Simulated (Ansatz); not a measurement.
**The silver atom (doublet): wave-function methods side by side, def2-SVP**

How much of the correlation energy of the silver atom (doublet) does each wave-function method recover here?

Program: Ansatz 0.2.0, Gaussian basis. Level of theory: def2-SVP, core rule «outside noble gas», up to 4 orbitals frozen. These are calculated values, not measurements.

Plan: UHF; CCSD(T) on ROHF; CCSD(T) on UHF; CISD; CCSDT(Q) on ROHF; CCSDT(Q) on UHF; CASSCF and MRCISD+Q, 11 electrons in 6 orbitals; CASSCF and MRCISD+Q(relaxed), 11 electrons in 6 orbitals; CASSCF and NEVPT4(SD), 11 electrons in 6 orbitals; CASSCF and NEVPT2, 11 electrons in 6 orbitals.

## 1. The atom

A free atom, in its lowest state of this spin that the program finds. No spin-orbit coupling is included. Elements past krypton take def2 core potentials.

1 atom, charge 0, spin multiplicity 2.

## 2. UHF

Input file in.yaml:

```yaml
crystal:
  periodic: [false, false, false]
  atoms:
    - {symbol: Ag, position_ang: [0.000000, 0.000000, 0.000000]}
basis:
  gaussian: {orbitals: def2-SVP}
magnetization: {spin_polarized: true, initial_magnetization: 1}
hamiltonian: {xc: hf}
output: {orbitals: {seedname: orbitals}}
```

Launch:

```
> ansatz run in.yaml --threads 1 --pin off --events-out ev --progress --plain --max-ram 2393MiB
```

After this run come: CCSD(T) on ROHF; CCSD(T) on UHF; CISD; CCSDT(Q) on ROHF; CCSDT(Q) on UHF; CASSCF and MRCISD+Q, 11 electrons in 6 orbitals; CASSCF and MRCISD+Q(relaxed), 11 electrons in 6 orbitals; CASSCF and NEVPT4(SD), 11 electrons in 6 orbitals; CASSCF and NEVPT2, 11 electrons in 6 orbitals.

Q: Predict the results of all the runs planned. Wanted: UCCSDT(Q) below the RHF energy; RMP2 from UCCSDT(Q); UMP2 from UCCSDT(Q); RCCSD from UCCSDT(Q); RCCSD(T) from UCCSDT(Q); UCCSD(T) from UCCSDT(Q); RCCSDT(Q) from UCCSDT(Q); NEVPT2 valence from UCCSDT(Q); NEVPT4(SD) valence from UCCSDT(Q).

The runs gave:

| quantity | value |
| --- | --- |
| UCCSDT(Q) below the RHF energy | -6.2203 eV |
| RMP2 from UCCSDT(Q) | -57.9 meV |
| UMP2 from UCCSDT(Q) | -62.3 meV |
| RCCSD from UCCSDT(Q) | +140.2 meV |
| RCCSD(T) from UCCSDT(Q) | -5.4 meV |
| UCCSD(T) from UCCSDT(Q) | -8.0 meV |
| RCCSDT(Q) from UCCSDT(Q) | +3.5 meV |
| NEVPT2 valence from UCCSDT(Q) | +690.6 meV |
| NEVPT4(SD) valence from UCCSDT(Q) | +154.9 meV |
| MRCISD+Q valence from UCCSDT(Q) | +111.5 meV |
| levels within 1 kcal/mol (43 meV) | RCCSD(T), UCCSD(T), RCCSDT, UCCSDT, RCCSDT(Q) |
| T1 diagnostic | 0.013 |
| effectively unpaired electrons | 1.00 |

What this shows: RCCSD(T) lands -5.4 meV from the yardstick (0.1 % of the correlation energy). One determinant dominates. Of the multireference levels listed MRCISD+Q valence comes nearest in total energy (+111.5 meV), which doesn't show that its space is the better one. These misses are within one basis, not against nature; the frozen cores of restricted and unrestricted runs differ, which can shift their rows.
